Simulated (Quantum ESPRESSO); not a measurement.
Runs of Quantum ESPRESSO 7.5 on TaF3. The structure is cubic, space group Pm-3m (No. 221). Conventional cell: a = 3.901 Å, b = 3.901 Å, c = 3.901 Å, α = 90.00°, β = 90.00°, γ = 90.00°. Around Ta (site symmetry m-3m) lie 6 F at 1.95 Å. Around F (site symmetry 4/mmm) lie 2 Ta at 1.95 Å. 

```csv
level,ASE optimiser,dispersion computed by,rVV10 parameter b,gap on the mesh (eV),pressure (GPa),relaxed volume (Å³/atom)
PBEsol,FIRE,-,-,none,0.2,16.92
PBEsol+D3,BFGS,-,-,none,0.0,(a)
PBEsol+D4,LBFGS,dftd4 4.3.1 through ASE,-,none,0.0,(b)
PBEsol+rVV10,LBFGS,-,6.3,none,0.0,16.64
PBEsol+D3(BJ),LBFGS,-,-,none,0.0,16.82
```

Alike in all rows: task relaxation of cell and atoms; potentials or basis GBRV 1.5 PBEsol; no spin polarisation; cell relaxed; k mesh 7 × 7 × 7; cutoff (eV) 762; smearing fermi-dirac 0.05 eV.

Task: Fill in the values left out.

Result: (a) 16.85; (b) 16.88.

Caveats: pairwise dispersion overbinds metals, which lowers pressure and volume (some runs); rVV10's parameter b was fitted to another functional (some runs).

A k mesh can miss the band edges, and the runs leave out spin-orbit coupling on Ta.

A gap of «none» marks a metal or a gap under the smearing width.
